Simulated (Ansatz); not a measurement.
What does this script print? It uses Ansatz 0.2.0 through its Python package.

The script, `freq_albh4ssi.py`:
```python
"""Vibrations and zero-point energy of AlBH4SSi."""

import itertools

import ansatz as az
from ase import Atoms
from ase.data import atomic_numbers, covalent_radii
from ase.thermochemistry import IdealGasThermo
import numpy as np


def main() -> None:
    atoms = Atoms(["Si", "B", "Al", "S", "H", "H", "H", "H"], positions=[
        (-0.3943, 1.2741, -0.5306),
        (0.6623, -0.0394, 0.2888),
        (0.4457, -2.0508, 1.0724),
        (2.2464, -1.2092, 0.1459),
        (-1.0312, 0.7679, -1.7919),
        (-1.5144, 1.7254, 0.3843),
        (0.4079, 2.4949, -0.8634),
        (-0.7301, -3.02, 1.2388),
    ])
    molecule = az.Crystal.molecule_from_ase(atoms)

    calculation = molecule.calculation()
    calculation = calculation.basis(gaussian="cc-pVDZ")
    calculation = calculation.functional("pbe0", dispersion="d3bj")
    symbols = [site.symbol for site in molecule.cartesian_sites]
    start = np.array([site.position_ang for site in molecule.cartesian_sites], dtype=float)
    rep = calculation.relax(force_tolerance=0.003).run(threads=1, backend="cpu").report
    end = np.array(rep["positions_ang"])

    # pairs closer than 1.2 times the sum of covalent radii, before or after
    radius = [covalent_radii[atomic_numbers[s]] for s in symbols]
    span = lambda where, i, j: np.linalg.norm(where[i] - where[j])
    bonded = [(i, j) for i, j in itertools.combinations(range(len(symbols)), 2) if min(span(start, i, j), span(end, i, j)) < 1.2 * (radius[i] + radius[j])]
    print("pair        before    after (A)")
    for i, j in bonded:
        print(f"{symbols[i]}{i}-{symbols[j]}{j}".ljust(10), f"{span(start, i, j):8.4f} {span(end, i, j):8.4f}")

    # same settings at the minimum
    minimum = az.Crystal.molecule()
    for symbol, place in zip(symbols, end):
        minimum = minimum.atom(symbol, place.tolist())
    vibrating = (
        minimum.calculation()
        .basis(gaussian="cc-pVDZ")
        .functional("pbe0", dispersion="d3bj")
        .phonons(temperatures=(298.15, 498.15, 100))
    )
    vib = vibrating.run(threads=1, backend="cpu").report["vibrations"]
    sums = vib["harmonic_sums"]
    modes = [m["omega_inv_cm"] for m in sums["modes_at_gamma"] if m["rigid_motion"] == "no"]
    print("frequencies (1/cm):", " ".join(f"{w:.0f}" for w in modes))
    print("imaginary modes:", sum(w < 0 for w in modes), " zero-point energy:", round(sums["zero_point_energy_ev"], 4), "eV")
    # rigid rotor and ideal gas, symmetry number taken as one
    gas = IdealGasThermo(vib_energies=[w / 8065.544 for w in modes if w > 0], geometry="linear" if len(modes) == 3 * len(symbols) - 5 else "nonlinear",
                         atoms=Atoms(symbols, positions=end), symmetrynumber=1, spin=0.0)
    print(f"H(298 K) - E = {gas.get_enthalpy(298.15, verbose=False):.4f} eV")
    print(f"S(298 K, 1 bar) = {96485.33 * gas.get_entropy(298.15, 1e5, verbose=False):.1f} J/(mol K) with symmetry number 1")


if __name__ == "__main__":
    main()
```

```console
$ python freq_albh4ssi.py
pair        before    after (A)
Si0-B1       1.8743   2.0030
Si0-H4       1.5009   1.5026
Si0-H5       1.5150   1.5026
Si0-H6       1.4982   1.5021
B1-Al2       2.1695   2.0267
B1-S3        1.9744   1.8005
Al2-S3       2.1930   2.2626
Al2-H7       1.5328   1.5814
frequencies (1/cm): 59 127 190 305 382 421 463 539 568 733 870 926 934 1012 1946 2189 2197 2200
imaginary modes: 0  zero-point energy: 0.9956 eV
H(298 K) - E = 1.2080 eV
S(298 K, 1 bar) = 346.4 J/(mol K) with symmetry number 1
```

The frequencies are harmonic and unscaled, in a modest basis. The entropy takes a symmetry number of 1; a symmetric molecule's is lower by R ln(sigma). Finished in 3.9 min on 1 thread of Arm Neoverse V1, with other jobs on the host, peak memory 0.31 GiB.
